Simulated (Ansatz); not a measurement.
Crystal: CS2.

```xyz
6
Lattice="3.6458 -2.9943 0.0000 3.6458 2.9943 0.0000 0.0000 0.0000 9.8513" Properties=species:S:1:pos:R:3 pbc="T T T"
S     3.6458    1.9073    8.7368
S     3.6458    1.0871    3.8111
S     3.6458   -1.0871    6.0401
S     3.6458   -1.9073    1.1145
C     3.6458    0.0000    4.9256
C     0.0000    0.0000    0.0000
```

The cell comes from a database or a generator and needn't be the stable form of this composition.

```yaml
Program: Ansatz 0.2.0
Task: relaxation of cell and atoms
Functional: LDA
Potentials_or_basis: Ansatz PAW
Cutoff: "420 eV (not typed: the program's choice for these potentials)"
k_mesh: 6 × 6 × 3
Occupations: fermi-dirac, width 0.05 eV
Spin: no spin polarisation
```

At the start: volume 35.85 Å³/atom.

Question: How do energy, volume and symmetry change on relaxing?

Answer: It ends after 18 steps and the volume is 21.90 Å³/atom (-38.9 %); space group Cmce (No. 64, to 0.05 Å).

The path:
| step | energy change (eV) | largest force (eV/Å) | volume (Å³) |
| --- | --- | --- | --- |
| 1 | 0.0000 | 0.2214 | 215.09 |
| 2 | -0.1070 | 0.0162 | 196.68 |
| 3 | -0.2247 | 0.0960 | 178.16 |
| 4 | -0.3723 | 0.3431 | 154.45 |
| 5 | -0.4612 | 0.0971 | 136.72 |
| 6 | -0.4722 | 0.0135 | 134.01 |
| 7 | -0.4745 | 0.0360 | 132.57 |
| 8 | -0.4756 | 0.0124 | 131.70 |
| 9 | -0.4761 | 0.0026 | 132.34 |
| 10 | -0.4760 | 0.1425 | 132.75 |
| 11 | -0.4765 | 0.0414 | 132.88 |
| 12 | -0.4769 | 0.0038 | 132.64 |
| 13 | -0.4770 | 0.0138 | 132.62 |
| 14 | -0.4770 | 0.0037 | 132.52 |
| 15 | -0.4664 | 0.0025 | 132.52 |
| 16 | -0.4673 | 0.0057 | 131.65 |
| 17 | -0.4675 | 0.0037 | 131.38 |
| 18 | -0.4667 | 0.0038 | 131.38 |

Final structure:
```yaml
crystal:
  lattice:
    - [2.83708, -2.59688, 0.00000]
    - [2.83708, 2.59688, 0.00000]
    - [0.00000, 0.00000, 8.91612]
  atoms:
    - { symbol: S, position: [0.19720, 0.80280, 0.86906] }
    - { symbol: S, position: [0.30280, 0.69720, 0.36906] }
    - { symbol: S, position: [0.69720, 0.30280, 0.63094] }
    - { symbol: S, position: [0.80280, 0.19720, 0.13094] }
    - { symbol: C, position: [0.50000, 0.50000, 0.50000] }
    - { symbol: C, position: [0.00000, 0.00000, 0.00000] }
```

Caveat: the volume moved by over 15 % at a fixed basis, so the end points are rough; the plane-wave basis is chosen anew once the cell has moved, so the energies of steps on either side of that aren't comparable; the PAW data sets come from PBE, with cores solved anew for the run's functional, which leaves a small shift of forces and pressure.
